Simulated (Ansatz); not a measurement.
**CuF: basis-set convergence**

How large a basis does CuF need? Two functionals are run in growing sets.

Computed with Ansatz 0.2.0, Gaussian basis. Level: one geometry, several basis sets.

The runs, in order: PBE0-D4/def2-SVP; ωB97M-V/def2-SVP; PBE0-D4/def2-QZVPP; ωB97M-V/def2-QZVPP; the functionals' def2-TZVPP values are taken from earlier runs.

## (1) The relaxed structure

All runs share one geometry, relaxed beforehand with PBE0-D4 in a triple-zeta def2 set.

2 atoms, charge 0, spin multiplicity 1.

Atoms are counted from 1 here; the program's logs count them from 0.

Bond lengths: F1–Cu2 1.765 Å.

Coordinates:

```
atom    x (Å)    y (Å)    z (Å)
  F1   0.7658  -0.2990   0.3791
 Cu2  -0.7364   0.2389  -0.3751
```

## (2) PBE0-D4 in def2-SVP

in.yaml reads:

```yaml
crystal:
  periodic: [false, false, false]
  atoms:
    - {symbol: F, position_ang: [0.765754, -0.299002, 0.379106]}
    - {symbol: Cu, position_ang: [-0.736354, 0.238902, -0.375106]}
basis:
  gaussian: {orbitals: def2-SVP}
hamiltonian: {xc: pbe0, dispersion: d4}
output: {orbitals: {seedname: orbitals}}
```

Command:

```sh
> ansatz run in.yaml --threads 2 --pin off --events-out ev --progress --plain --max-ram 20480MiB --backend cpu
```

Output:

```text
Functional definition: PBE0
  name "PBE0"
  cite "Adamo & Barone, J. Chem. Phys. 110, 6158 (1999) doi:10.1063/1.478522"
  cite "Perdew, Burke & Ernzerhof, Phys. Rev. Lett. 77, 3865 (1996) doi:10.1103/PhysRevLett.77.3865"
  parent pbe
  parameter a = 0.25
  parameter kappa = 0.804
  parameter beta = 0.06672455060314922
  exchange = (1 - a)*pbe_x(kappa = kappa, mu = beta*pi^2/3) + a*exact_x
  correlation = pbe_c(beta = beta)
478 factors; integrals over basis functions are off by at most 5.9e-4 eV
mean field evaluation 1: about -47334.0838 eV, gradient 5.7e1 eV
mean field evaluation 2: about -47296.9016 eV, gradient 1.7e2 eV
mean field evaluation 4: about -47339.0258 eV, gradient 9.8e0 eV
mean field evaluation 8: about -47339.2289 eV, gradient 1.2e-1 eV
mean field evaluation 16: about -47339.2289 eV, gradient 2.3e-5 eV
mean field -47339.22890984 eV, -1739.6845747547 hartree, gradient 2.3e-5 eV, S^2 0.000000; 0 other end points of the search recorded, 0 dependent functions left out
reference -47339.22896137 eV, -1739.6845766483 hartree; 19, 19 occupied and 26, 26 virtual orbitals, 478 factors
Total energy: -47339.24038417 eV, -1739.6849964288 hartree
```

Run time: 0.4 s. Hardware: 2 threads of AMD EPYC 7R13, shared host.

## (3) ωB97M-V in def2-SVP

Changes to in.yaml since step 2:

```diff
@@ -7,3 +7,3 @@
   gaussian: {orbitals: def2-SVP}
-hamiltonian: {xc: pbe0, dispersion: d4}
+hamiltonian: {xc: {name: wB97M-V}}
 output: {orbitals: {seedname: orbitals}}
```

Same command.

Output, cut to the lines that bear on the results:

```text
Functional definition: wB97M-V
  name "wB97M-V"
  cite "Mardirossian & Head-Gordon, J. Chem. Phys. 144, 214110 (2016) doi:10.1063/1.4952647"
  cite "Becke, J. Chem. Phys. 107, 8554 (1997) doi:10.1063/1.475007"
  cite "Vydrov & Van Voorhis, J. Chem. Phys. 133, 244103 (2010) doi:10.1063/1.3521275"
  # Of w^i u^j: cxij and so on, Table III.
[...]
  gx(w, u) = 1 - cx + cx01*u + cx10*w
  gss(w, u) = css00 + css04*u^4 + css10*w + css20*w^2 + css43*w^4*u^3
  gos(w, u) = cos00 + cos10*w + (cos20 + cos21*u)*w^2 + (cos60 + cos61*u)*w^6
[...]
      + integral(e_c_pw_mod_opposite_spin*gos(b97_w_opposite, b97_u_opposite)) + vv10(b, c)
478 factors; integrals over basis functions are off by at most 5.9e-4 eV
75 factors; integrals over basis functions are off by at most 1.2e-3 eV
[...]
mean field -47345.37228058 eV, -1739.9103394655 hartree, gradient 7.2e-5 eV, S^2 0.000000; 0 other end points of the search recorded, 0 dependent functions left out
reference -47345.37235721 eV, -1739.9103422814 hartree; 19, 19 occupied and 26, 26 virtual orbitals, 478 factors
Total energy: -47345.37235721 eV, -1739.9103422814 hartree
```

It took 1.5 s on 2 threads of AMD EPYC 7R13, shared host.

## (4) PBE0-D4 in def2-QZVPP

Changes to in.yaml since step 3:

```diff
@@ -6,4 +6,4 @@
 basis:
-  gaussian: {orbitals: def2-SVP}
-hamiltonian: {xc: {name: wB97M-V}}
+  gaussian: {orbitals: "def2-QZVPP.json"}
+hamiltonian: {xc: pbe0, dispersion: d4}
 output: {orbitals: {seedname: orbitals}}
```

The command is unchanged.

Output:

```text
Functional definition: PBE0
  name "PBE0"
  cite "Adamo & Barone, J. Chem. Phys. 110, 6158 (1999) doi:10.1063/1.478522"
  cite "Perdew, Burke & Ernzerhof, Phys. Rev. Lett. 77, 3865 (1996) doi:10.1103/PhysRevLett.77.3865"
  parent pbe
  parameter a = 0.25
  parameter kappa = 0.804
  parameter beta = 0.06672455060314922
  exchange = (1 - a)*pbe_x(kappa = kappa, mu = beta*pi^2/3) + a*exact_x
  correlation = pbe_c(beta = beta)
837 factors; their error is unknown
mean field evaluation 1: about -47345.1168 eV, gradient 7.2e1 eV
mean field evaluation 2: about -47226.7561 eV, gradient 3.5e2 eV
mean field evaluation 4: about -47350.0629 eV, gradient 2.6e1 eV
mean field evaluation 8: about -47350.7559 eV, gradient 9.1e-2 eV
mean field evaluation 16: about -47350.9424 eV, gradient 2.0e-5 eV
mean field -47350.94240690 eV, -1740.1150378321 hartree, gradient 2.0e-5 eV, S^2 0.000000; 0 other end points of the search recorded, 0 dependent functions left out
reference -47350.94244255 eV, -1740.1150391422 hartree; 19, 19 occupied and 138, 138 virtual orbitals, 837 factors
Total energy: -47350.95386536 eV, -1740.1154589226 hartree
```

Run time: 1.3 s. Hardware: 2 threads of AMD EPYC 7R13, shared host; peak memory 0.31 GiB.

## (5) ωB97M-V in def2-QZVPP

Changes to in.yaml since step 4:

```diff
@@ -7,3 +7,3 @@
   gaussian: {orbitals: "def2-QZVPP.json"}
-hamiltonian: {xc: pbe0, dispersion: d4}
+hamiltonian: {xc: {name: wB97M-V}}
 output: {orbitals: {seedname: orbitals}}
```

Same command.

Output, cut to the lines that bear on the results:

```text
Functional definition: wB97M-V
  name "wB97M-V"
  cite "Mardirossian & Head-Gordon, J. Chem. Phys. 144, 214110 (2016) doi:10.1063/1.4952647"
  cite "Becke, J. Chem. Phys. 107, 8554 (1997) doi:10.1063/1.475007"
  cite "Vydrov & Van Voorhis, J. Chem. Phys. 133, 244103 (2010) doi:10.1063/1.3521275"
  # Of w^i u^j: cxij and so on, Table III.
[...]
  gx(w, u) = 1 - cx + cx01*u + cx10*w
  gss(w, u) = css00 + css04*u^4 + css10*w + css20*w^2 + css43*w^4*u^3
  gos(w, u) = cos00 + cos10*w + (cos20 + cos21*u)*w^2 + (cos60 + cos61*u)*w^6
[...]
      + integral(e_c_pw_mod_opposite_spin*gos(b97_w_opposite, b97_u_opposite)) + vv10(b, c)
767 factors; their error is unknown
113 factors; integrals over basis functions are off by at most 2.9e-4 eV
[...]
mean field -47357.15897402 eV, -1740.3434924600 hartree, gradient 3.8e-5 eV, S^2 0.000000; 0 other end points of the search recorded, 0 dependent functions left out
reference -47357.15903330 eV, -1740.3434946384 hartree; 19, 19 occupied and 138, 138 virtual orbitals, 767 factors
Total energy: -47357.15903330 eV, -1740.3434946384 hartree
```

It took 3.4 s on 2 threads of AMD EPYC 7R13, shared host; peak memory 0.36 GiB.

## (6) Functionals by basis

The def2-TZVPP values come from earlier runs at the same geometry.

```csv
functional,basis,functions,energy (eV),from the largest (eV),HOMO (eV),LUMO (eV)
PBE0-D4,def2-SVP,45,-47339.2404,11.713,-6.67,-2.46
PBE0-D4,def2-TZVPP,95,-47349.5922,1.362,-7.45,-2.96
PBE0-D4,def2-QZVPP,157,-47350.9539,0.000,-7.44,-2.97
ωB97M-V,def2-SVP,45,-47345.3724,11.787,-9.21,-0.80
ωB97M-V,def2-TZVPP,95,-47355.8292,1.330,-10.02,-1.26
ωB97M-V,def2-QZVPP,157,-47357.1590,0.000,-10.02,-1.36
```

## (7) Summary of results

| quantity | value |
| --- | --- |
| PBE0-D4: double and triple zeta above quadruple | 11.71, 1.36 eV |
| ωB97M-V: double and triple zeta above quadruple | 11.79, 1.33 eV |

PBE0-D4 gains 10.35 eV from double to triple zeta, then 1.36 eV more. Total energies overstate the basis error of differences, where much of it tends to cancel.

For PBE0-D4 the largest set took about 3 times as long as the smallest (1.3 s against 0.4 s).
